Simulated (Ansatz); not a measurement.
# GaH5O2SSi: the cost of one run

Method: functionals in def2-TZVPP, the program's frozen cores in correlated methods; program: Ansatz 0.2.0, Gaussian basis.

Levels to be run: PBE-D4, r2SCAN-D4, PBE0-D4, B3LYP-D4, ωB97X-V, ωB97M-V, B2PLYP; CCSD(T)/def2-TZVPP; MP2/def2-QZVPP; extrapolation to the limit.

## (1) Structure used throughout

An earlier PBE0-D4 in a triple-zeta def2 set relaxation fixed the geometry.

10 atoms, charge 0, spin multiplicity 1.

Atoms are counted from 1 here; the program's logs count them from 0.

Bond lengths: O1–Ga2 1.773 Å, O1–H6 0.961 Å, Ga2–S3 2.177 Å, Ga2–O4 1.774 Å, S3–H7 1.345 Å, O4–Si5 1.634 Å, Si5–H8 1.491 Å, Si5–H9 1.487 Å, Si5–H10 1.487 Å. Angles: Ga2–O1–H6 112.7°, O1–Ga2–S3 121.1°, O1–Ga2–O4 117.1°, S3–Ga2–O4 121.8°, Ga2–S3–H7 91.9°, Ga2–O4–Si5 138.0°, O4–Si5–H8 111.0°, O4–Si5–H9 109.7°, O4–Si5–H10 109.7°, H8–Si5–H9 108.7°, H8–Si5–H10 108.7°, H9–Si5–H10 109.0°.

## (2) PBE-D4 (GGA)

The input, in.yaml:

```yaml
crystal:
  periodic: [false, false, false]
  atoms:
    - {symbol: O, position_ang: [-2.311943, -1.444353, 0.343726]}
    - {symbol: Ga, position_ang: [-0.641863, -0.850588, 0.394244]}
    - {symbol: S, position_ang: [0.896400, -1.917548, 1.505113]}
    - {symbol: O, position_ang: [-0.286912, 0.642038, -0.495589]}
    - {symbol: Si, position_ang: [1.001731, 1.601106, -0.793864]}
    - {symbol: H, position_ang: [-2.889478, -0.882710, -0.179564]}
    - {symbol: H, position_ang: [0.021436, -2.861610, 1.895252]}
    - {symbol: H, position_ang: [2.223192, 1.080756, -0.115190]}
    - {symbol: H, position_ang: [0.729466, 2.975560, -0.296988]}
    - {symbol: H, position_ang: [1.257970, 1.657350, -2.257141]}
basis:
  gaussian: {orbitals: def2-TZVPP}
hamiltonian: {xc: pbe, dispersion: d4}
output: {forces: true, orbitals: {seedname: orbitals}}
```

Command:

```
$ ansatz run in.yaml --threads 2 --pin off --events-out ev --progress --plain --max-ram 22528MiB --backend cpu
```

What time and memory should one allow on 2 threads of AMD EPYC 7R13, shared host?

About 4.2 s, with a peak of 0.44 GiB.
